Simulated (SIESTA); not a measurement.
Slab: Te2Mo2WSe4, a slab with vacuum.

```xyz
9
Lattice="3.3984 0.0000 0.0000 -1.6992 2.9431 0.0000 0.0000 0.0000 31.4139" Properties=species:S:1:pos:R:3 pbc="T T T"
W     0.0000    0.0000   18.1666
Te    0.0000    1.9621    5.5063
Te    0.0000    1.9621    1.7605
Mo    0.0000    1.9621   10.9005
Mo    0.0000    0.0000    3.6329
Se    0.0000    0.0000    9.2513
Se    0.0000    1.9621   19.8209
Se    0.0000    1.9621   16.5122
Se    0.0000    0.0000   12.5493
```

- Program: SIESTA 5.4.2
- Task: single point
- Functional: PBEsol
- Potentials or basis: PseudoDojo 0.4 standard (PBEsol files)
- Basis: DZP (energy shift 0.003 Ry; two zetas on semicore shells)
- Grid cutoff: 800 Ry
- Energy shift: 0.003 Ry
- k mesh: 9 × 9 × 1
- Occupations: fermi-dirac, width 0.05 eV
- Spin: no spin polarisation

On this cell: largest force 0.444 eV/Å; band gap on the k mesh 0.43 eV, indirect (least direct gap 0.46 eV).

The same run follows on a disturbed copy (atoms moved at random, drawn with an rms of 0.05 Å):

```xyz
9
Lattice="3.3984 0.0000 0.0000 -1.6992 2.9431 0.0000 0.0000 0.0000 31.4139" Properties=species:S:1:pos:R:3 pbc="T T T"
W     0.0134   -0.0242   18.1938
Te    0.0062    1.9913    5.5229
Te    0.0310    2.0165    1.7514
Mo   -0.0141    1.9434   10.8934
Mo    0.0248    0.0068    3.6335
Se    0.0266   -0.0241    9.2752
Se    0.0236    1.9528   19.7458
Se    0.0035    1.9603   16.5098
Se   -0.0433   -0.0545   12.5348
```

Question: What changes?

Answer: The energy moves by +18.8 meV/atom; largest force 2.118 eV/Å; band gap on the k mesh 0.32 eV, indirect (least direct gap 0.38 eV).

Forces on the atoms (eV/Å):
```
W    0.030  0.340 -2.025
Te   0.119 -0.165 -0.085
Te  -0.038 -0.314  0.081
Mo   0.101 -0.355  0.331
Mo  -0.081  0.475  0.107
Se  -0.337  0.071 -0.833
Se  -0.105 -0.164  2.109
Se   0.076 -0.179 -0.208
Se   0.237  0.288  0.530
```

Stress tensor (GPa, compression positive):
```
 0.11 -0.04  0.47
-0.04 -0.51  0.36
 0.47  0.36  1.98
```

Caveats: short orbitals over semicore shells can move pressures by several GPa; spin-orbit coupling is left out, which moves the levels of the heavy elements; the basis of atomic orbitals isn't converged, which shifts pressures, moduli and gaps.

A k mesh can miss the band edges.
